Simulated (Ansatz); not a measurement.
I need a rigid scan of one bond angle of H3InO2, SMILES [OH][InH][OH]. Use Ansatz's Python interface. Level of theory (for the species named): PBE0, def2-SVP basis, multiplicity 1.

```xyz
6

O    -1.0552   -1.6232    0.2161
In    0.4953   -0.1372   -0.7097
O     1.5251    0.1986    0.5147
H    -1.4157   -0.6589    0.2766
H    -0.4205    1.4193   -1.4097
H     0.9131    0.7374    1.0658
```

The script, `bend.py`:
```python
# -*- coding: utf-8 -*-
"""Energy of H3InO2 against one bond angle."""

import ansatz as az
from ase import Atoms


def main():
    atoms = Atoms(["O", "In", "O", "H", "H", "H"], positions=[
        [-1.0552, -1.6232, 0.2161],
        [0.4953, -0.1372, -0.7097],
        [1.5251, 0.1986, 0.5147],
        [-1.4157, -0.6589, 0.2766],
        [-0.4205, 1.4193, -1.4097],
        [0.9131, 0.7374, 1.0658],
    ])

    # start the scan from a relaxed geometry
    first = (
        az.Crystal.molecule_from_ase(atoms).calculation()
        .basis(gaussian="def2-SVP")
        .accuracy("medium")
        .functional("pbe0")
        .relax(force_tolerance=0.02, max_steps=80)
    )
    atoms.positions = first.run(threads=1, pin="off").report["positions_ang"]

    rows = []
    for angle in [85, 95, 105, 115, 125, 140, 160]:
        bent = atoms.copy()
        bent.set_angle(1, 0, 3, angle, indices=[3])
        setup = az.Crystal.molecule_from_ase(bent).calculation()
        setup = setup.basis(gaussian="def2-SVP")
        setup = setup.correlation("mp2").accuracy("medium")
        rows.append((angle, setup.run(threads=1, pin="off").report["free_energy_ev"]))
    floor = min(e for _, e in rows)
    for angle, e in rows:
        print(f"angle In1-O0-H3 = {angle:3d} deg   {1000 * (e - floor):9.1f} meV")


if __name__ == "__main__":
    main()
```

`python bend.py` gives:
```text
angle In1-O0-H3 =  85 deg       327.8 meV
angle In1-O0-H3 =  95 deg       127.1 meV
angle In1-O0-H3 = 105 deg        25.8 meV
angle In1-O0-H3 = 115 deg         0.0 meV
angle In1-O0-H3 = 125 deg        30.3 meV
angle In1-O0-H3 = 140 deg       141.9 meV
angle In1-O0-H3 = 160 deg       322.3 meV
```

Notes:
- These settings explore the input space; basis and method may be short of convergence.
- The scan is rigid, and the energies are electronic, in a modest basis. The zero is the lowest point of the grid, which needn't be the minimum.
- def2 sets replace the cores of elements past krypton by effective core potentials.
- The start is relaxed with a density functional and scanned with the wavefunction method, so it isn't exactly that method's minimum.
- Hardware and time: 31 s on 1 thread of Arm Neoverse V2, with other jobs on the host, peak memory 0.21 GiB.
